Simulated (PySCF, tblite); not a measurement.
# B₂F₃H₂N: geometry, infrared bands, NMR shifts and spin-spin couplings

Wanted: the infrared bands, NMR shifts and spin-spin couplings of B₂F₃H₂N (`NB(F)B(F)F`), by calculation.

Programs: tblite 0.8.0 and PySCF 2.14.0, with density-fitted response routines of our own. Each step states its level of theory. These are calculated values for one molecule in the gas phase, unless marked as measured. Atoms are numbered from 0 throughout.

## (1) Starting geometry

8 atoms, charge 0, multiplicity 1; geometry from: force field or distance geometry start.

Bonds of the start (Å): N0–B1 1.52, B1–F2 1.44, B1–B3 1.66, B3–F4 1.44, B3–F5 1.45, N0–H6 1.05, N0–H7 1.05.

## (2) Relaxing the molecule with GFN2-xTB

The job: settings as JSON, then the geometry in Å.

```
{"job": {"kind": "relax", "xc": "GFN2-xTB", "basis": "xTB"}, "charge": 0, "multiplicity": 1}
N     -1.370700    -0.253700     0.364200
B     -0.090200     0.494600     0.048500
F     -0.079100     1.924800    -0.083300
B      1.342200    -0.336600    -0.072600
F      2.570900     0.362600    -0.328000
F      1.354800    -1.779900     0.096500
H     -1.580200    -0.866000    -0.456400
H     -2.138700     0.463600     0.406500
```

Launch:

```console
> OMP_NUM_THREADS=1 python probes_run.py task.json out
```

This one command runs all jobs of the session in turn.

**Question.** This job is followed by: GFN2-xTB harmonic vibrations, gas phase; GIAO PBE0/pcSseg-1 NMR shielding, non-relativistic, gas phase; B3LYP/pcJ-1 indirect spin-spin coupling, non-relativistic, gas phase. Predict these results of the whole session: strongest single infrared mode (GFN2-xTB); zero-point energy (GFN2-xTB); ¹H shifts against TMS (PBE0/pcSseg-1, means over atoms taken as alike); ¹⁵N shifts against NH3 (PBE0/pcSseg-1); ¹¹B shifts against BF3·OEt2 (PBE0/pcSseg-1); ¹⁹F shifts against CFCl3 (PBE0/pcSseg-1, means over atoms taken as alike); surface potential, 1st and 99th percentile; largest coupling of the table (B3LYP/pcJ-1).

As calculated:

```
                                                                 quantity                     value
                                strongest single infrared mode (GFN2-xTB)     1130 cm⁻¹, 366 km/mol
                                             zero-point energy (GFN2-xTB)             26.0 kcal/mol
   ¹H shifts against TMS (PBE0/pcSseg-1, means over atoms taken as alike)                  4.04 ppm
                                   ¹⁵N shifts against NH3 (PBE0/pcSseg-1)                 107.1 ppm
                              ¹¹B shifts against BF3·OEt2 (PBE0/pcSseg-1)            25.6, 24.3 ppm
¹⁹F shifts against CFCl3 (PBE0/pcSseg-1, means over atoms taken as alike)         -46.4, -104.5 ppm
                                    surface potential, 1st and 99th percentile        -0.98 V and 2.05 V
                              largest coupling of the table (B3LYP/pcJ-1)  ²J(F,F) F4–F5, -257.7 Hz
```

**Reading.** The optimisation took 43 steps and gained 1.570 eV; among the close pairs (by a distance rule), N0–B1 changed most, from 1.516 to 1.386 Å. No mode is imaginary among the 18: a minimum at this level. The strongest single mode, at 1130 cm⁻¹, is carried by B1, B3, F2, F5. Unscaled tight-binding wavenumbers are off by several per cent, some by more. Its intensities can rank the bands wrongly. At PBE0/pcSseg-1: The largest span, 359 ppm, is at F4, F5, where the paramagnetic term is -251 ppm. At PBE0/pcSseg-1, counted by nearest atom on the grid, the HOMO lies on N0 64 %; B1 11 %, the LUMO on B3 41 %; B1 27 %. In the run at B3LYP/pcJ-1, the largest coupling of the table is F4–F5, -257.7 Hz, of which the Fermi-contact term gives 81.1 Hz. Density functionals describe couplings to fluorine poorly, F–F couplings above all, so those rows are rough.
